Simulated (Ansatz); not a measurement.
# Cl₃FH₂Si (built from SMILES Cl[SiH](Cl)Cl.F): Born-Oppenheimer dynamics

Aim: follow the atoms for 40 steps of 0.5 fs with a Langevin thermostat, with velocities drawn for 1500 K, and see to which side of the barrier the system falls.

Program: Ansatz 0.2.0, Gaussian basis. Level of theory: PBE0-D4/def2-SVP. These are calculated values, not measurements.

1 further run of the same task is left out (it didn't finish).

## (1) Where the work starts

The start, a first-order saddle point found at PBE0-D4 in triple zeta: 7 atoms, charge 0, spin multiplicity 1.

Atoms are counted from 1 here; the program's logs count them from 0.

Bond lengths: Si1–Cl2 2.404 Å, Si1–Cl3 2.058 Å, Si1–Cl4 2.027 Å, Si1–H5 1.469 Å, Si1–F7 1.848 Å, Cl2–H6 1.536 Å, H6–F7 1.143 Å. Angles: Cl2–Si1–Cl3 88.9°, Cl2–Si1–Cl4 97.8°, Cl2–Si1–H5 146.0°, Cl2–Si1–F7 70.7°, Cl3–Si1–Cl4 110.6°, Cl3–Si1–H5 98.3°, Cl3–Si1–F7 144.8°, Cl4–Si1–H5 110.3°, Cl4–Si1–F7 100.6°, H5–Si1–F7 85.3°, Si1–Cl2–H6 62.2°, Cl2–H6–F7 137.5°, Si1–F7–H6 89.5°.

Coordinates:

```xyz
7

Si   -0.35171    0.16017   -0.34542
Cl    1.75355   -0.80999    0.29011
Cl   -0.05427   -0.54470   -2.25615
Cl    0.19187    2.10847   -0.21149
H    -1.81477    0.03442   -0.29799
H     0.68179   -0.64665    1.37772
F    -0.40646   -0.30172    1.44311
```

## (2) The run

md/in.yaml reads:

```yaml
crystal:
  periodic: [false, false, false]
  atoms:
    - {symbol: Si, position_ang: [-0.351710, 0.160166, -0.345424]}
    - {symbol: Cl, position_ang: [1.753548, -0.809988, 0.290113]}
    - {symbol: Cl, position_ang: [-0.054267, -0.544698, -2.256150]}
    - {symbol: Cl, position_ang: [0.191871, 2.108473, -0.211486]}
    - {symbol: H, position_ang: [-1.814767, 0.034417, -0.297986]}
    - {symbol: H, position_ang: [0.681787, -0.646652, 1.377719]}
    - {symbol: F, position_ang: [-0.406463, -0.301718, 1.443114]}
basis:
  gaussian: {orbitals: def2-SVP}
hamiltonian: {xc: pbe0, dispersion: d4}
md: {n_steps: 40, timestep: 0.5, temperature: 1500, ensemble: nvt_langevin, seed: 385, friction: 0.002, initial_velocities: maxwell_boltzmann}
```

On the command line:

```sh
$ ansatz run in.yaml --threads 4 --pin off --events-out ev --progress --plain --max-ram 9574MiB
```

Before running it: what results should come out? Wanted: temperature at the start; mean temperature, second half; lowest and highest potential energy, from the first frame; largest change of potential + kinetic.

The runs gave:

| quantity | value |
| --- | --- |
| length | 40 steps, 20.0 fs |
| temperature at the start | 1286 K |
| mean temperature, second half | 296 K |
| lowest and highest potential energy, from the first frame | 0 and 1048 meV |
| largest change of potential + kinetic | 109.8 meV |

**Reading.** By the last frame it has not clearly left the saddle region. The thermostat trades energy with the molecule, so the sum of potential and kinetic energy isn't conserved: it changes by +44 meV over the run. The mean temperature of the second half is still well below the 1500 K set. With 7 atoms the instant temperature spans 163 to 1286 K. Under Langevin the temperature counts 3N degrees of freedom, more than the drawn velocities fill, so it starts at 1286 K, not 1500 K.
